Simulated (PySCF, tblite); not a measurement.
# C5H4F3S radical: geometry, infrared bands and EPR parameters

Aim: predict the infrared bands and EPR parameters of C5H4F3S radical (`FC(F)=C(F)[C@H]1[CH]SC1`).

Programs: tblite 0.8.0 and PySCF 2.14.0, with density-fitted response routines of our own. Each step states its level of theory. These are calculated values for one molecule in the gas phase, unless marked as measured. Atoms are numbered from 0 throughout.

## Step 1: The molecule as given

13 atoms, charge 0, multiplicity 2; geometry from: force field or distance geometry start.

Bonds of the start (Å): F0–C1 1.38, C1–F2 1.35, C1–C3 1.34, C3–F4 1.38, C3–C5 1.49, C5–C6 1.49, C6–S7 1.81, S7–C8 1.83, C8–C5 1.52, C5–H9 1.09, C6–H10 1.10, C8–H11 1.10, C8–H12 1.10.

## Step 2: Geometry optimisation with GFN2-xTB

What the job is given:

```
{"job": {"kind": "relax", "xc": "GFN2-xTB", "basis": "xTB"}, "charge": 0, "multiplicity": 2}
F      3.279400    -0.432800    -0.073200
C      2.090300     0.141000    -0.467800
F      2.062700     1.193300    -1.305900
C      0.974600    -0.404200     0.041700
F      1.171300    -1.466700     0.893900
C     -0.385900     0.102600    -0.286100
C     -1.449700    -0.938000    -0.405000
S     -2.650700     0.356400     0.009800
C     -1.106400     0.563500     0.971000
H     -0.416000     0.887700    -1.037400
H     -1.584300    -1.430200    -1.384800
H     -1.061600    -0.187600     1.770500
H     -0.928300     1.615400     1.255500
```

Launch:

```bash
$ OMP_NUM_THREADS=1 python probes_run.py task.json out
```

One launch serves the whole session: the jobs run in the order shown.

**Question.** This job is followed by: GFN2-xTB harmonic vibrations, gas phase; UKS B3LYP, pcH-1 on C F H S, non-relativistic, mean-field spin-orbit, GIAO. What will the session give for the following? strongest single infrared mode (GFN2-xTB); zero-point energy (GFN2-xTB); g(iso) (B3LYP); ⟨S²⟩; largest a(iso); potential on the surface of density 0.002 e/bohr³, 1st and 99th percentile.

The runs gave:

```
                                                                  quantity                  value
                                 strongest single infrared mode (GFN2-xTB)  1203 cm⁻¹, 190 km/mol
                                              zero-point energy (GFN2-xTB)          48.8 kcal/mol
                                                            g(iso) (B3LYP)                2.00498
                                                                      ⟨S²⟩     0.754 (exact 0.75)
                                                            largest a(iso)   13C on C6, 134.3 MHz
potential on the surface of density 0.002 e/bohr³, 1st and 99th percentile     -0.62 V and 1.09 V
```

In words: The optimisation took 105 steps and gained 1.237 eV; among the close pairs (by a distance rule), C6–S7 changed most, from 1.814 to 1.723 Å. No mode is imaginary among the 33: a minimum at this level. The strongest single mode, at 1203 cm⁻¹, moves mainly C1. GFN2-xTB is a fitted tight-binding method: band positions and strengths are rough. Its intensities can rank the bands wrongly. Most of the unpaired spin sits on C6 (0.80 e). The isotropic g lies 2.7 ppt above the free-electron value. The conformer search found further structures of the same energy, which may be mirror or relabelled copies of this one.
